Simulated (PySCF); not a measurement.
# H6LaN3 (La(NH2)3-): the cost of one run

Method: PBE0, La lcecp-0-SVP with ECP47, N def2-SVP, H def2-SVP; scalar-relativistic core potentials, no spin–orbit coupling; program: PySCF 2.14.0.

1 further run of the same task is left out (for a known fault of the program).

### Step 1. The starting structure

10 atoms, charge -1, spin multiplicity 1.

Bond lengths: La1–N2 2.502 Å, La1–N5 2.502 Å, La1–N8 2.502 Å, N2–H3 1.018 Å, N2–H4 1.018 Å, N5–H6 1.018 Å, N5–H7 1.018 Å, N8–H9 1.018 Å, N8–H10 1.018 Å. Angles: N2–La1–N5 120.0°, N2–La1–N8 120.0°, N5–La1–N8 120.0°, La1–N2–H3 125.4°, La1–N2–H4 125.4°, H3–N2–H4 109.2°, La1–N5–H6 125.4°, La1–N5–H7 125.4°, H6–N5–H7 109.2°, La1–N8–H9 125.4°, La1–N8–H10 125.4°, H9–N8–H10 109.2°.

Geometry (Å):

```xyz
10

La    0.00000    0.00000    0.00000
N     2.50200    0.00000    0.00000
H     3.09200    0.00000    0.83000
H     3.09200    0.00000   -0.83000
N    -1.25100    2.16680    0.00000
H    -1.54600    2.67780    0.83000
H    -1.54600    2.67780   -0.83000
N    -1.25100   -2.16680    0.00000
H    -1.54600   -2.67780    0.83000
H    -1.54600   -2.67780   -0.83000
```

Formal oxidation states: La +2. Each metal's 1 4f electrons lie in its core potential, so multiplicities, spins and levels count the valence alone. For divalent La, Ce, Gd or Lu the extra electron is normally 5d or 6s, so this core forces an excited configuration.

### Step 2. SCF at the start, singlet

File run.py (the lines that set the calculation):

```python
mol = gto.M(atom='''
La     0.00000     0.00000     0.00000
N      2.50200     0.00000     0.00000
H      3.09200     0.00000     0.83000
H      3.09200     0.00000    -0.83000
N     -1.25100     2.16680     0.00000
H     -1.54600     2.67780     0.83000
H     -1.54600     2.67780    -0.83000
N     -1.25100    -2.16680     0.00000
H     -1.54600    -2.67780     0.83000
H     -1.54600    -2.67780    -0.83000''',
    basis={'La': 'lcecp-0-SVP', 'N': 'def2-SVP', 'H': 'def2-SVP'},
    ecp={'La': 'lcecp-0-SVP'},
    charge=-1, spin=0)
mf = dft.RKS(mol, xc='PBE0')
mf.grids.atom_grid = (50, 194)  # f atoms: unpruned, at least (60, 302)
mf = mf.density_fit()  # fitting sets: La AutoAux, N def2-universal-JKFIT, H def2-universal-JKFIT
mf.conv_tol = 1e-08; mf.max_cycle = 55
mf.kernel(dm0)  # dm0: free metal ions and neutral atoms
```

Command:

```console
OMP_NUM_THREADS=2 python run.py
```

**Question.** How long does this run take on 2 threads of Arm Neoverse V1, shared host, and how much memory does it need?

About 3.1 s, with a peak of 0.65 GiB.
